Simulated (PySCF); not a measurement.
# BeZn at other levels of theory

Aim: see what other levels and later steps give for BeZn.

Computed with PySCF 2.14.0. Level: method and basis as typed in the scripts.

2 further runs of the same task are left out: 2 that didn't finish.

**1. Starting geometry**

BeZn: 2 atoms, charge 0, spin multiplicity 1.

Bond lengths: Be1–Zn2 2.042 Å.

**2. The run that the others are compared with**

Contents of input.py:

```python
from pyscf import gto, scf

mol = gto.M(
    atom='Be 0 0 0; Zn 0 0 2.042',
    basis='x2c-svpall',
    charge=0,
    spin=0,
    verbose=4,
)
mf = scf.UHF(mol)
mf = mf.sfx2c1e()
mf.kernel()
mf.stability(internal=True, external=True)
mf.dip_moment()
print('orbital energies (hartree):', [e[max(0, n-3):n+3].round(4) for e, n in zip(mf.mo_energy, mol.nelec)])
```

Launch:

```console
OMP_NUM_THREADS=1 python input.py
```

**3. MP2**

Variant 1 changes step after the SCF: stability → mp2; frozen orbitals: none → 5.

Edit input.py of step 2 so:

```diff
@@ -1,2 +1,2 @@
-from pyscf import gto, scf
+from pyscf import gto, scf, mp
 
@@ -12,3 +12,3 @@
 mf.kernel()
-mf.stability(internal=True, external=True)
+mp.MP2(mf, frozen=5).kernel()
 mf.dip_moment()
```

**4. CCSD**

Variant 2 changes step after the SCF: stability → ccsd; frozen orbitals: none → 5.

Edit input.py of step 2 so:

```diff
@@ -1,2 +1,2 @@
-from pyscf import gto, scf
+from pyscf import gto, scf, cc
 
@@ -12,3 +12,4 @@
 mf.kernel()
-mf.stability(internal=True, external=True)
+mycc = cc.CCSD(mf, frozen=5)
+mycc.kernel()
 mf.dip_moment()
```

**5. B3pw91 (UKS)**

Variant 3 changes functional: none (Hartree–Fock) → b3pw91; SCF type: UHF → UKS; step after the SCF: stability → analyze.

Contents of input.py:

```python
from pyscf import gto, dft

mol = gto.M(
    atom='Be 0 0 0; Zn 0 0 2.042',
    basis='x2c-svpall',
    charge=0,
    spin=0,
    verbose=4,
)
mf = dft.UKS(mol, xc='b3pw91')
mf = mf.sfx2c1e()
mf.kernel()
mf.analyze()
print('orbital energies (hartree):', [e[max(0, n-3):n+3].round(4) for e, n in zip(mf.mo_energy, mol.nelec)])
```

**6. Pw6b95 (UKS)**

Variant 4 changes functional: none (Hartree–Fock) → pw6b95; SCF type: UHF → UKS; step after the SCF: stability → analyze.

Contents of input.py:

```python
from pyscf import gto, dft

mol = gto.M(
    atom='Be 0 0 0; Zn 0 0 2.042',
    basis='x2c-svpall',
    charge=0,
    spin=0,
    verbose=4,
)
mf = dft.UKS(mol, xc='pw6b95')
mf = mf.sfx2c1e()
mf.kernel()
mf.analyze()
print('orbital energies (hartree):', [e[max(0, n-3):n+3].round(4) for e, n in zip(mf.mo_energy, mol.nelec)])
```

**7. Population analysis**

Variant 5 changes step after the SCF: stability → analyze.

Edit input.py of step 2 so:

```diff
@@ -12,4 +12,3 @@
 mf.kernel()
-mf.stability(internal=True, external=True)
-mf.dip_moment()
+mf.analyze()
 print('orbital energies (hartree):', [e[max(0, n-3):n+3].round(4) for e, n in zip(mf.mo_energy, mol.nelec)])
```

What does the calculation give? Wanted: for each run, E(SCF); from base; gap; SCF dipole; after the SCF.

As calculated:

| run | E(SCF) (hartree) | from base (eV) | cycles | gap (eV) | SCF dipole (D) | after the SCF |
| --- | --- | --- | --- | --- | --- | --- |
| base | -1808.447101 | 0 | 12 | 6.69 | 0.98 | unstable: internal, UHF/UKS -> GHF/GKS |
| MP2 | -1808.447101 | 0.0000 | 12 | 6.69 | 0.98 | MP2 correlation -11.275 eV, core frozen |
| CCSD | -1808.447101 | 0.0000 | 12 | 6.69 | 0.98 | CCSD correlation -11.184 eV, core frozen |
| b3pw91 (UKS) | -1810.219519 | not comparable | 9 | 2.55 | 0.91 | n/a |
| pw6b95 (UKS) | -1811.173981 | not comparable | 9 | 2.91 | 0.81 | n/a |
| population analysis | -1808.447101 | 0.0000 | 12 | 6.69 | 0.98 | n/a |

In words: The gap between the frontier levels is 2.6 eV with b3pw91 (20 % exact exchange) and 2.9 eV with pw6b95 (28 %). On the same reference and core, CCSD gains 11.18 eV in 5.2 s; MP2 reaches 101 % of that in 1.4 s. A lower total energy from another functional means nothing by itself. The dearest run is “b3pw91 (UKS)”, at 8.6 s against 1.7 s.
